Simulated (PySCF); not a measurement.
**C5H8O2 (delta-valerolactone) at 3 levels**

We compute a comparison of 3 runs (BLYP/6-31G*, revPBE/6-31G*, CCSD(T)/6-31G*) of C5H8O2 (delta-valerolactone). Input form: a Python script.

The calculation is run with PySCF 2.14.0.

## (1) The structure to begin with

C5H8O2 has 15 atoms, charge 0, and is taken as a singlet. As SMILES, `O=C1CCCCO1`. Geometry: relaxed at PBE0-D4/def2-TZVP. This is one conformer, not always the lowest.

Bond lengths: O1–C2 1.198 Å, C2–C3 1.512 Å, C3–C4 1.519 Å, C4–C5 1.515 Å, C5–C6 1.508 Å, C2–O7 1.345 Å, C6–O7 1.430 Å, C3–H8 1.090 Å, C3–H9 1.096 Å, C4–H10 1.092 Å, C4–H11 1.096 Å, C5–H12 1.095 Å, C5–H13 1.093 Å, C6–H14 1.091 Å, C6–H15 1.096 Å. Some angles: O1–C2–C3 122.1°, O1–C2–O7 118.9°, C3–C2–O7 118.9°, C2–C3–C4 115.8°, C3–C4–C5 108.7°, C4–C5–C6 108.9°, C5–C6–O7 113.9°, C2–O7–C6 122.5°, C2–C3–H8 106.7°, C2–C3–H9 104.8°.

## (2) A single-point energy at BLYP/6-31G(d) (spherical functions) (run 1)

calc.py

```python
from pyscf import gto, dft

system = gto.Mole()
system.atom = [
    ('O', (-1.641450, -2.096770, 1.041390)),
    ('C', (-1.018270, -1.171200, 0.606410)),
    ('C', (0.493010, -1.137570, 0.628380)),
    ('C', (1.144100, -0.126960, -0.299830)),
    ('C', (0.390300, 1.183630, -0.196720)),
    ('C', (-1.048600, 0.951500, -0.583230)),
    ('O', (-1.685800, -0.094100, 0.154710)),
    ('H', (0.832150, -2.158440, 0.450330)),
    ('H', (0.752280, -0.908130, 1.668720)),
    ('H', (2.199320, -0.005860, -0.044760)),
    ('H', (1.107950, -0.486440, -1.334150)),
    ('H', (0.445590, 1.573400, 0.825580)),
    ('H', (0.810190, 1.945780, -0.858580)),
    ('H', (-1.664050, 1.835420, -0.411130)),
    ('H', (-1.116730, 0.695750, -1.647110)),
]
system.verbose = 3
system.spin = 0
system.basis = '6-31g*'
system.max_memory = 1860
system.build()

mf = dft.RKS(system)
mf.xc = 'blyp'
mf.grids.level = 5
mf.conv_tol = 1e-10
mf.kernel()
if not mf.converged:
    mf = mf.newton().run(mf.mo_coeff, mf.mo_occ)

e_final = mf.e_tot
print('Final energy', e_final)
```

Command:

```console
$ OMP_NUM_THREADS=1 python calc.py
```

Standard output:

```text
converged SCF energy = -345.658096362628
Final energy -345.6580963626276
```

Run time: 52 s. Hardware: 1 thread of Intel Xeon at 2.70GHz, shared host; peak memory 0.64 GiB.

## (3) The energy at revPBE/6-31G(d) (spherical functions) (run 2)

geometry.xyz

```xyz
15
C5H8O2
O     -1.641450    -2.096770     1.041390
C     -1.018270    -1.171200     0.606410
C      0.493010    -1.137570     0.628380
C      1.144100    -0.126960    -0.299830
C      0.390300     1.183630    -0.196720
C     -1.048600     0.951500    -0.583230
O     -1.685800    -0.094100     0.154710
H      0.832150    -2.158440     0.450330
H      0.752280    -0.908130     1.668720
H      2.199320    -0.005860    -0.044760
H      1.107950    -0.486440    -1.334150
H      0.445590     1.573400     0.825580
H      0.810190     1.945780    -0.858580
H     -1.664050     1.835420    -0.411130
H     -1.116730     0.695750    -1.647110
```

input.py

```python
from pyscf import gto, dft

molecule = gto.M(
    atom='geometry.xyz',
    max_memory=1860,
    verbose=3,
    charge=0,
    basis='6-31g*',
)

ks = dft.RKS(molecule, xc='revpbe')
ks.grids.level = 5
ks.conv_tol = 1e-10
ks.kernel()
if not ks.converged:
    ks = ks.newton().run(ks.mo_coeff, ks.mo_occ)

energy = ks.e_tot
print('Final energy', energy)
```

Command:

```console
$ OMP_NUM_THREADS=1 python input.py
```

Standard output:

```text
converged SCF energy = -345.690806071702
Final energy -345.69080607170247
```

Run time: 54 s. Hardware: 1 thread of Intel Xeon at 2.70GHz, shared host; peak memory 0.64 GiB.

## (4) The energy at CCSD(T)/6-31G(d) (spherical functions) (run 3)

run.py

```python
# delta-valerolactone
from pyscf import gto, scf, cc

molecule = gto.M(
    atom=[
    ('O', (-1.641450, -2.096770, 1.041390)),
    ('C', (-1.018270, -1.171200, 0.606410)),
    ('C', (0.493010, -1.137570, 0.628380)),
    ('C', (1.144100, -0.126960, -0.299830)),
    ('C', (0.390300, 1.183630, -0.196720)),
    ('C', (-1.048600, 0.951500, -0.583230)),
    ('O', (-1.685800, -0.094100, 0.154710)),
    ('H', (0.832150, -2.158440, 0.450330)),
    ('H', (0.752280, -0.908130, 1.668720)),
    ('H', (2.199320, -0.005860, -0.044760)),
    ('H', (1.107950, -0.486440, -1.334150)),
    ('H', (0.445590, 1.573400, 0.825580)),
    ('H', (0.810190, 1.945780, -0.858580)),
    ('H', (-1.664050, 1.835420, -0.411130)),
    ('H', (-1.116730, 0.695750, -1.647110)),
],
    max_memory=1860,
    spin=0,
    charge=0,
    basis='6-31g*',
    verbose=3,
)

mf = scf.RHF(molecule)
mf.conv_tol = 1e-10
mf.kernel()
if not mf.converged:
    mf = mf.newton().run(mf.mo_coeff, mf.mo_occ)

mycc = cc.CCSD(mf, frozen=7)
mycc.kernel()
e_t = mycc.ccsd_t()
etot = mycc.e_tot + e_t
print('Final energy', etot)
```

Command:

```console
$ OMP_NUM_THREADS=1 python run.py
```

Standard output:

```text
converged SCF energy = -343.733714754203
E(CCSD) = -344.7645384425421  E_corr = -1.030823688339605
CCSD(T) correction = -0.0328939681699117
Final energy -344.797432410712
```

It took 3.1 min on 1 thread of Intel Xeon at 2.70GHz, shared host; peak memory 1.2 GiB.

## (5) Overview of the runs

```csv
run,level,integration grid,frozen core orbitals,energy (Eh),dipole moment (D) of the reference,HOMO energy (eV),LUMO energy (eV),wall time
1,BLYP/6-31G* (spherical functions),5,–,-345.658096,4.34,-5.43,-0.24,52 s
2,revPBE/6-31G* (spherical functions),5,–,-345.690806,4.35,-5.53,-0.31,54 s
3,CCSD(T)/6-31G* (spherical functions),–,7,-344.797432,5.27,-11.52,4.84,3.1 min
```

## (6) Results

| quantity | value |
| --- | --- |
| run 3: total energy | -344.79743 Eh |
| run 3: dipole moment (Hartree–Fock density) | 5.27 D |
| run 3: HOMO energy (Hartree–Fock orbitals) | -11.52 eV |
| run 3: LUMO energy (Hartree–Fock orbitals) | 4.84 eV |
| run 3: HOMO–LUMO gap (Hartree–Fock orbitals) | 16.36 eV |
| run 3: correlation energy (7 core orbitals frozen) | -1063.7 mEh |
| run 3: (T) correction | -32.89 mEh |
| run 3: T1 diagnostic | 0.013 |

What this shows: Totals of different functionals can't be ranked against each other. All runs together took 4.9 min, the longest 3.1 min.
